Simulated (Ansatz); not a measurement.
**H started on an O site and a Si vacancy in alpha-quartz SiO2, 71 atoms, charge −1**

Wanted: geometry, formation energy and gap levels of the defect, compared across PBEsol and HSE06.

Method: density functional theory in Ansatz 0.2.0, PAW datasets, plane waves.

## (1) The starting cell

71 atoms (23 Si, 47 O, 1 H); a = 9.902 Å, b = 9.902 Å, c = 10.886 Å, α = 90.00°, β = 90.00°, γ = 120.00°. All atoms were shaken off their sites by about 0.02 Å along each axis. Defect site 1: (0.427, 0.294, 0.440). Defect site 2: (0.500, 0.235, 0.333).

Plan of the steps: (2) PBEsol relaxation at the single k point (¼, ¼, ¼), on 1 × NVIDIA H100 80GB HBM3 with 2 threads of AMD EPYC 7R13; (3) HSE06 single point at the single k point (¼, ¼, ¼), on 1 × NVIDIA H100 80GB HBM3 with 2 threads of AMD EPYC 7R13.

## (2) Relaxing the atoms with PBEsol

in.yaml reads:

```yaml
crystal:
  lattice:
    - [9.901639, 0.000000, 0.000000]
    - [-4.950819, 8.575071, 0.000000]
    - [0.000000, 0.000000, 10.885880]
  atoms:
    - { symbol: Si, position: [0.233325, 0.998173, 0.165911] }
    - { symbol: Si, position: [0.235053, 0.000193, 0.668715] }
    - { symbol: Si, position: [0.236882, 0.501980, 0.165234] }
    - { symbol: Si, position: [0.235038, 0.500188, 0.665604] }
    - { symbol: Si, position: [0.736044, 0.000529, 0.167516] }
    - { symbol: Si, position: [0.735208, 0.002394, 0.667410] }
    - { symbol: Si, position: [0.736080, 0.501407, 0.164332] }
    - { symbol: Si, position: [0.730303, 0.497152, 0.663337] }
    - { symbol: Si, position: [0.003094, 0.240988, 0.333714] }
    - { symbol: Si, position: [0.999045, 0.234361, 0.832564] }
    - { symbol: Si, position: [0.001082, 0.735350, 0.332879] }
    - { symbol: Si, position: [0.998072, 0.733877, 0.836304] }
    - { symbol: Si, position: [0.501391, 0.234750, 0.830782] }
    - { symbol: Si, position: [0.501633, 0.735106, 0.332978] }
    - { symbol: Si, position: [0.500373, 0.736545, 0.833185] }
    - { symbol: Si, position: [0.266292, 0.267123, 0.995389] }
    - { symbol: Si, position: [0.264492, 0.268356, 0.503828] }
    - { symbol: Si, position: [0.264934, 0.768277, 0.999902] }
    - { symbol: Si, position: [0.264907, 0.764262, 0.502251] }
    - { symbol: Si, position: [0.764380, 0.263727, 0.002769] }
    - { symbol: Si, position: [0.765466, 0.262520, 0.496239] }
    - { symbol: Si, position: [0.765837, 0.764264, 0.001502] }
    - { symbol: Si, position: [0.767018, 0.767963, 0.501195] }
    - { symbol: O, position: [0.208427, 0.134023, 0.105686] }
    - { symbol: O, position: [0.210318, 0.134783, 0.606538] }
    - { symbol: O, position: [0.206049, 0.632533, 0.106991] }
    - { symbol: O, position: [0.205553, 0.630936, 0.604803] }
    - { symbol: O, position: [0.705951, 0.134613, 0.105438] }
    - { symbol: O, position: [0.705727, 0.131931, 0.609510] }
    - { symbol: O, position: [0.707249, 0.633122, 0.110151] }
    - { symbol: O, position: [0.705624, 0.634813, 0.605674] }
    - { symbol: O, position: [0.362720, 0.070606, 0.270826] }
    - { symbol: O, position: [0.366563, 0.072733, 0.774612] }
    - { symbol: O, position: [0.363949, 0.572208, 0.271828] }
    - { symbol: O, position: [0.365884, 0.577138, 0.776406] }
    - { symbol: O, position: [0.866885, 0.075248, 0.275757] }
    - { symbol: O, position: [0.863698, 0.072739, 0.772486] }
    - { symbol: O, position: [0.869446, 0.571016, 0.272832] }
    - { symbol: O, position: [0.861498, 0.568494, 0.773568] }
    - { symbol: O, position: [0.429456, 0.294845, 0.940311] }
    - { symbol: O, position: [0.426429, 0.793585, 0.437124] }
    - { symbol: O, position: [0.426659, 0.794346, 0.941399] }
    - { symbol: O, position: [0.931969, 0.292656, 0.440704] }
    - { symbol: O, position: [0.926571, 0.293615, 0.937338] }
    - { symbol: O, position: [0.926071, 0.795198, 0.438542] }
    - { symbol: O, position: [0.926343, 0.795437, 0.936470] }
    - { symbol: O, position: [0.135698, 0.206437, 0.392949] }
    - { symbol: O, position: [0.131154, 0.204037, 0.891214] }
    - { symbol: O, position: [0.133072, 0.708970, 0.393949] }
    - { symbol: O, position: [0.132050, 0.705893, 0.893625] }
    - { symbol: O, position: [0.634254, 0.203478, 0.394475] }
    - { symbol: O, position: [0.628681, 0.202767, 0.891322] }
    - { symbol: O, position: [0.634873, 0.706399, 0.392281] }
    - { symbol: O, position: [0.631681, 0.703795, 0.896332] }
    - { symbol: O, position: [0.071645, 0.363196, 0.224734] }
    - { symbol: O, position: [0.078363, 0.369836, 0.727943] }
    - { symbol: O, position: [0.074688, 0.868825, 0.224818] }
    - { symbol: O, position: [0.072740, 0.867540, 0.723230] }
    - { symbol: O, position: [0.574002, 0.365097, 0.226950] }
    - { symbol: O, position: [0.575754, 0.366460, 0.726191] }
    - { symbol: O, position: [0.569107, 0.865932, 0.226965] }
    - { symbol: O, position: [0.571641, 0.867820, 0.725004] }
    - { symbol: O, position: [0.290783, 0.425539, 0.061194] }
    - { symbol: O, position: [0.294878, 0.429498, 0.559930] }
    - { symbol: O, position: [0.295606, 0.924465, 0.059747] }
    - { symbol: O, position: [0.291759, 0.921501, 0.559321] }
    - { symbol: O, position: [0.794947, 0.428700, 0.061410] }
    - { symbol: O, position: [0.794604, 0.426224, 0.563317] }
    - { symbol: O, position: [0.793939, 0.929793, 0.060378] }
    - { symbol: O, position: [0.792231, 0.929237, 0.561125] }
    - { symbol: H, position: [0.425858, 0.294130, 0.438042] }
  symmetry: { detect: false }
kpoints:
  mp_grid: { grid: [1, 1, 1], shift: [0.25, 0.25, 0.25] }
hamiltonian:
  xc: pbesol
total_charge: -1
scf:
  occupations: { method: fermi_dirac, width: 0.01 }
relax:
  f_tol: 0.03
  max_steps: 80
  escape_saddle: false
  adjacent_minimum: "off"
output:
  forces: true
  eigenvalues: true
  populations: true
  charged_corrections: { epsilon: 4.5 }
```

Command:

```console
ansatz run in.yaml --threads 2 --pin off --max-ram 30400MiB --runs-dir r --events-out ev --progress --plain --backend cuda --devices 0, --max-vram 18GiB
```

The runs that follow: Single point with HSE06.

What does the calculation give? Wanted: for each run, formation energy; host gap; top filled to lowest empty.

The runs gave:

| level | time | formation energy (eV) | host gap (eV) | top filled to lowest empty (eV) |
| --- | --- | --- | --- | --- |
| PBEsol, relaxation | 63 s (GPU) | 17.62 | 5.75 | 2.27 |
| HSE06 | 54 s (GPU) | 19.56 | 7.72 | 4.36 |

| quantity | value |
| --- | --- |
| relaxation | 15 recorded steps, 2.90 eV gained |
| largest shift | 0.90 Å (O59) |

**In words.** The relaxation lowers the energy by 2.90 eV; the largest shift is 0.90 Å (O59). The formation energy at E_F = VBM goes from 17.62 eV (PBEsol) to 19.56 eV (HSE06), as the host gap goes from 5.75 to 7.72 eV. The reservoirs are the elements' reference phases; where the defect changes the composition, the value depends on that choice. HSE06 puts 6 localised levels over 0.1 eV inside the gap, at 0.16 (filled), 0.72 (filled), 1.03 (filled), 2.57 (filled) eV (the lowest four), the tightest of them shared by about 1 atoms. Those within 0.2 eV of an edge lie within the error of lining up the edges. The host's edges were read at Γ, so band-like levels at this k point need not coincide with them. Finite-cell errors of some tenths of an eV remain in such numbers. The dielectric constant of 4.5 in the correction is an assumed value.
